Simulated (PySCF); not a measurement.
# One shape, several levels: NbH2SO2F (SMILES [OH][Nb]([OH])([F])=[S])

Aim: a comparison of 3 runs (HF/3-21G, B2PLYP/STO-3G, M06-2X/def2-TZVP) of NbH2SO2F. Input form: a Python script.

The results are computed with PySCF 2.14.0.

**1. The structure to begin with**

NbH2SO2F has 7 atoms, charge 0, and is taken as a singlet. SMILES: `[OH][Nb]([OH])([F])=[S]`. The coordinates come from a PBE0-D4/def2-TZVP relaxation. This is one conformer, not always the lowest.

Bond lengths: O1–Nb2 1.876 Å, Nb2–O3 1.876 Å, Nb2–F4 1.864 Å, Nb2–S5 2.142 Å, O1–H6 0.959 Å, O3–H7 0.959 Å. Angles: O1–Nb2–O3 108.7°, O1–Nb2–F4 109.9°, O1–Nb2–S5 109.2°, O3–Nb2–F4 109.9°, O3–Nb2–S5 109.2°, F4–Nb2–S5 109.8°, Nb2–O1–H6 131.1°, Nb2–O3–H7 131.0°.

**2. Energy and forces at HF/3-21G (run 1)**

run.py

```python
# [OH][Nb]([OH])([F])=[S]
import pyscf.grad
from pyscf import gto

system = gto.M(
    atom='''
O       -1.440400       0.530600       0.759300
Nb      -0.085900      -0.161800      -0.337900
O        1.166300      -1.049500       0.740200
F       -0.815300      -1.350200      -1.574900
S        0.883100       1.449000      -1.364100
H       -1.755800       1.428000       0.880200
H        2.109200      -0.914200       0.851300
''',
    verbose=4,
    basis='3-21g',
    max_memory=1860,
    spin=0,
)

mf = system.RHF()
mf.conv_tol = 1e-10
mf.kernel()
if not mf.converged:
    mf = mf.newton().run(mf.mo_coeff, mf.mo_occ)

etot = mf.e_tot
print('E = %.10f Eh' % etot)
grad = mf.Gradients().kernel()
mf.analyze()
```

The run is started by

```sh
$ OMP_NUM_THREADS=1 python run.py
```

Standard output:

```text
PySCF version 2.14.0

[... 97 lines left out ...]
MO #3   energy= -91.3101177417979  occ= 2
[... 10 lines left out ...]
MO #14  energy= -8.91018919319112  occ= 2
[... 10 lines left out ...]
MO #25  energy= -1.80759384487808  occ= 2
[... 10 lines left out ...]
MO #36  energy= -0.583478751780207 occ= 2
[... 10 lines left out ...]
MO #47  energy= 0.0727260637700349 occ= 0
[... 10 lines left out ...]
MO #58  energy= 0.744295242145058  occ= 0
[... 10 lines left out ...]
MO #69  energy= 1.77799351928341   occ= 0
[... 10 lines left out ...]
MO #80  energy= 3.83745211612621   occ= 0
[... 90 lines left out ...]
Dipole moment(X, Y, Z, Debye):  0.46496,  0.74021,  2.43874
```

Run time: 6 s. Hardware: 1 thread of Intel Xeon at 2.70GHz, shared host; peak memory 0.16 GiB.

**3. The energy at B2PLYP/STO-3G (run 2)**

run.py

```python
from pyscf import gto, dft, mp

system = gto.Mole()
system.atom = '''
O   -1.440400   0.530600   0.759300
Nb  -0.085900  -0.161800  -0.337900
O    1.166300  -1.049500   0.740200
F   -0.815300  -1.350200  -1.574900
S    0.883100   1.449000  -1.364100
H   -1.755800   1.428000   0.880200
H    2.109200  -0.914200   0.851300
'''
system.max_memory = 1860
system.spin = 0
system.basis = 'sto-3g'
system.verbose = 4
system.build()

mf = dft.RKS(system, xc='0.53*HF + 0.47*B88, 0.73*LYP')
mf.grids.level = 5
mf.conv_tol = 1e-10
mf.kernel()
if not mf.converged:
    mf = mf.newton().run(mf.mo_coeff, mf.mo_occ)

pt = mp.MP2(mf, frozen=22).run()
energy = mf.e_tot + 0.27 * pt.e_corr
print('PT2 part  %.8f' % (0.27 * pt.e_corr))
print('E = %.10f Eh' % energy)
dip = mf.dip_moment()
pop, q = mf.mulliken_pop()
```

The run is started by

```sh
$ OMP_NUM_THREADS=1 python run.py
```

Standard output:

```text
PySCF version 2.14.0

[... 81 lines left out ...]
converged SCF energy = -4358.79326825546
[... 10 lines left out ...]
Dipole moment(X, Y, Z, Debye):  0.13839,  0.21411,  1.36167
[... 61 lines left out ...]
charge of    6H =      0.21884
```

Run time: 18 s. Hardware: 1 thread of Intel Xeon at 2.70GHz, shared host; peak memory 0.34 GiB.

**4. Energy and gradient at M06-2X/def2-TZVP (core potential) (run 3)**

run.py

```python
from pyscf import gto, dft

mol = gto.M(
    atom='''
O       -1.440400       0.530600       0.759300
Nb      -0.085900      -0.161800      -0.337900
O        1.166300      -1.049500       0.740200
F       -0.815300      -1.350200      -1.574900
S        0.883100       1.449000      -1.364100
H       -1.755800       1.428000       0.880200
H        2.109200      -0.914200       0.851300
''',
    charge=0,
    basis='def2-tzvp',
    ecp={'Nb': 'def2-svp'},
    verbose=4,
    max_memory=1860,
)

calc0 = dft.RKS(mol)
calc0.xc = 'm06-2x'
calc0.conv_tol = 1e-10
calc0.grids.level = 5
calc0.kernel()
if not calc0.converged:
    calc0 = calc0.newton().run(calc0.mo_coeff, calc0.mo_occ)

energy = calc0.e_tot
print(f'total energy: {energy:.8f} hartree')
grad = calc0.nuc_grad_method().kernel()
dip = calc0.dip_moment()
pop, q = calc0.mulliken_pop()
```

The run is started by

```sh
$ OMP_NUM_THREADS=1 python run.py
```

Standard output:

```text
PySCF version 2.14.0

[... 57 lines left out ...]
WARN: HOMO -0.0352595079832697 == LUMO -0.0343501590285143
[... 30 lines left out ...]
converged SCF energy = -706.808029672346
total energy: -706.80802967 hartree
[... 14 lines left out ...]
Dipole moment(X, Y, Z, Debye):  0.53768,  0.86493,  2.02089
[... 190 lines left out ...]
charge of    6H =      0.37190
```

It took 4.4 min on 1 thread of Intel Xeon at 2.70GHz, shared host; peak memory 2.6 GiB.

**5. Overview of the runs**

```
run                              level      task  frozen core orbitals   energy (Eh)  dipole moment (D)  HOMO energy (eV)  LUMO energy (eV)  wall time
  1                           HF/3-21G  gradient                     –  -4380.371182               2.59            -10.88              0.54        6 s
  2                      B2PLYP/STO-3G    energy                    22  -4358.925866               1.39             -4.67              3.93       18 s
  3  M06-2X/def2-TZVP (core potential)  gradient                     –   -706.808030               2.26             -9.15             -1.18    4.4 min
```

**6. What came out**

```
                       quantity          value
            run 3: total energy  -706.80803 Eh
           run 3: dipole moment         2.26 D
             run 3: HOMO energy       -9.15 eV
             run 3: LUMO energy       -1.18 eV
           run 3: HOMO–LUMO gap        7.97 eV
run 3: largest force on an atom     0.442 eV/Å
```

The dipole moment (its size) runs from 1.39 D (B2PLYP/STO-3G) to 2.59 D (HF/3-21G). The two ends differ in method and basis. A double hybrid's value is that of its SCF part. The HOMO–LUMO gap runs from 7.97 eV (M06-2X/def2-TZVP) to 11.42 eV (HF/3-21G). The two ends differ in method and basis and core potential. Totals of different functionals can't be ranked against each other. Some runs of one species differ in core potentials or relativity; totals across that change don't compare. In run 2 the basis is minimal, so the values are rough. In runs 1, 2 relativity is left out where basis or elements ask for it. All runs together took 4.8 min, the longest 4.4 min.
